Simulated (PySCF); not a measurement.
# [RuO2]-: structure of the doublet

Aim: relax [RuO2]- as a doublet from a hand-made linear geometry, check by its vibrations whether the end is a minimum, and collect its spectrum and constants.

The runs use PySCF 2.14.0; BP86, basis Ru def2-TZVPD with ECP28, O def2-TZVPD, scalar-relativistic core potentials, no spin–orbit coupling, density fitting.

## 1. Where the work starts

3 atoms, charge -1, spin multiplicity 2.

Bond lengths: Ru1–O2 1.710 Å, Ru1–O3 1.710 Å. Angles: O2–Ru1–O3 180.0°.

Coordinates in bohr (charge -1 multiplicity 2):
```
Ru    0.0000    0.0000    0.0000
O     0.0000    0.0000    3.2314
O     0.0000    0.0000   -3.2314
```

## 2. Relaxing the doublet from the linear start

The steps below are one call of a driver around PySCF. For each, scf.py gives the equivalent set-up of the SCF; relaxations use the driver's own optimiser. Before each start the driver seeks the lowest SCF state from one or more starting densities and follows internal instabilities, so scf.py alone need not reach the same state.

The program finds D∞h symmetry in the start, which this walk keeps.

scf.py reads:

```python
from pyscf import gto, scf, dft
mol = gto.M(atom='''
Ru     0.000000     0.000000     0.000000
O      0.000000     0.000000     1.710000
O      0.000000     0.000000    -1.710000''',
    basis={'Ru': 'def2-TZVPD', 'O': 'def2-TZVPD'},
    ecp={'Ru': 'def2-TZVPD'},
    charge=-1, spin=1)
mf = dft.UKS(mol, xc='B88,P86')
mf.grids.atom_grid = (50, 194)
aux = {'Ru': 'def2-universal-JKFIT', 'O': 'def2-universal-JKFIT'}
mf = mf.density_fit(auxbasis=aux)
mf.kernel()
```

The runs that follow: Is it a minimum? Harmonic modes; Downhill along the imaginary mode; Frequencies.

Before running it: what results should come out? Wanted: minimum; geometry; wavenumbers; dipole moment; highest occupied, lowest empty level; polar-tensor charge of Ru1; zero-point energy; ⟨S²⟩.

The runs gave:

```
                                          quantity                             value
                                           minimum                      doublet, C2v
                                          geometry  Ru–O 1.712 Å (×2); O–Ru–O 148.0°
                                wavenumbers (cm⁻¹)      163 (a1), 884 (b2), 904 (a1)
                    dipole moment (centre of mass)                            0.65 D
highest occupied, lowest empty level (either spin)                     0.73, 1.19 eV
                        polar-tensor charge of Ru1                           +0.58 e
                                 zero-point energy                       11.7 kJ/mol
                               entropy at 298.15 K                   274.6 J/(mol K)
                                              ⟨S²⟩                             0.752
```

In words: The linear start (D∞h) ends in a minimum of C2v symmetry, after a first stop at a second-order saddle point 7.7 kJ/mol higher, from which it was pushed off along an imaginary mode. In the infrared the band at 884 cm⁻¹ (b2, stretch) leads. Most of the spin sits on Ru1 (Mulliken spin 1.12, against 1 for the whole molecule). Other starts or spin states, not run here, may lie lower. A highest occupied level above zero is common for anions with such functionals; it warns that the extra electron is poorly described. One determinant may miss the lowest occupation of an open d or f shell.
